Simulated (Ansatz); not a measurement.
2 structures of SbAs, a ranking of polymorphs by energy

Run with the Python package of Ansatz (0.2.0).

`run_polymorphs.py`
```python
"""Relative energies of SbAs phases, after relaxing atoms and volume at fixed cell shape."""

import csv
import warnings

import ansatz as az
import numpy as np
import spglib

FUNCTIONAL = "pbesol"
ECUT = 470
KSPACING = 0.34
FILLING = "fermi_dirac"
SMEARING_WIDTH = 0.01

PHASES = {
    "R-3m": (
        [[2.01275, 1.16206, 3.61233], [-2.01275, 1.16206, 3.61233], [0.0, -2.32412, 3.61233]],
        [
            ("Sb", [0.5, 0.5, 0.5]),
            ("As", [0.0, 0.0, 0.0]),
        ],
    ),
    "R3m": (
        [[2.03271, 1.17359, 3.71659], [-2.03271, 1.17359, 3.71659], [0.0, -2.34718, 3.71659]],
        [
            ("Sb", [0.2291, 0.2291, 0.2291]),
            ("As", [0.7709, 0.7709, 0.7709]),
        ],
    ),
}


def build(vectors, sites):
    crystal = az.Crystal(lattice=az.Lattice.of(vectors))
    for symbol, position in sites:
        crystal = crystal.atom(symbol, position)
    return crystal


def run_phase(name, crystal):
    calc = (
        crystal.calculation()
        .functional(FUNCTIONAL)
        .basis(ECUT)
        .mixing("broyden")
        .kpoints(spacing=KSPACING)
        .occupations(FILLING, width=SMEARING_WIDTH)
        .stress()
        .band_table()
    )
    calc = calc.relax(force_tolerance=0.01, max_steps=40, fix_cell=["shape"])
    return calc.run(threads=1)


def pressure_gpa(outcome):
    return float(np.trace(outcome.report["stress_gpa"]) / 3)


def gap_ev(outcome):
    # nan where the run reports no band edges: a metal, overlapping bands, or a gap that is small against the smearing
    edges = outcome.report.get("band_edges_ev")
    return edges[1] - edges[0] if edges else float("nan")


def space_group(outcome):
    sites = outcome.report["lattice"]["sites"]
    kinds = sorted({site["symbol"] for site in sites})
    cell = (outcome.lattice.cell_ang, [site["position_frac"] for site in sites], [kinds.index(site["symbol"]) for site in sites])
    return spglib.get_spacegroup(cell, symprec=0.01)


def main() -> None:
    warnings.simplefilter("ignore")

    phases = {name: build(*cell) for name, cell in PHASES.items()}

    done = {}
    for name, crystal in phases.items():
        try:
            done[name] = run_phase(name, crystal)
        except az.NonConvergedError as error:
            print(name, "did not converge:", str(error)[:120])

    energy = {name: o.report["energy_sigma0_ev"] / len(o.lattice.sites) for name, o in done.items()}
    lowest = min(energy.values())
    rows = [(name, len(o.lattice.sites), 1000 * (energy[name] - lowest), pressure_gpa(o), gap_ev(o), space_group(o)) for name, o in done.items()]
    rows.sort(key=lambda row: row[2])
    with open("polymorphs.csv", "w", newline="") as handle:
        writer = csv.writer(handle)
        writer.writerow(["phase", "atoms", "dE (meV/atom)", "P (GPa)", "gap (eV)", "space group"])
        writer.writerows([round(v, 4) if isinstance(v, float) else v for v in row] for row in rows)
    print(open("polymorphs.csv").read())
    print("order:", " < ".join(row[0] for row in rows))


if __name__ == "__main__":
    main()
```

```console
$ python run_polymorphs.py
phase,atoms,dE (meV/atom),P (GPa),gap (eV),space group
R3m,2,0.0,-0.0033,nan,R3m (160)
R-3m,2,69.7658,-0.0182,nan,R-3m (166)

order: R3m < R-3m
```

By space group at the end of each run: R3m (+0 meV an atom, 25.5 Å³) and R-3m (+70 meV an atom, 23.9 Å³).

Notes:
- These settings explore the input space; cutoff and mesh may be short of convergence.
- For the metals among these phases the mesh is modest: differences between phases can be off by up to 40 meV an atom.
- Atoms and volume are relaxed with the cell's shape held, which in cells of lower than cubic symmetry can hide stresses and shift volumes.
- Pressure is positive in compression.
- The cells come from databases of deposited and of computed structures, and not all need be stable phases.
- Levels are Kohn-Sham eigenvalues on this mesh, without spin-orbit coupling.
- The ranking holds among these structures alone, at zero temperature; the ground state may be another structure. Differences under about 40 meV an atom lie within the error of mesh and functional.
- It ran for 33 s on 1 thread of Arm Neoverse V2, with other jobs on the host, peak memory 0.46 GiB.
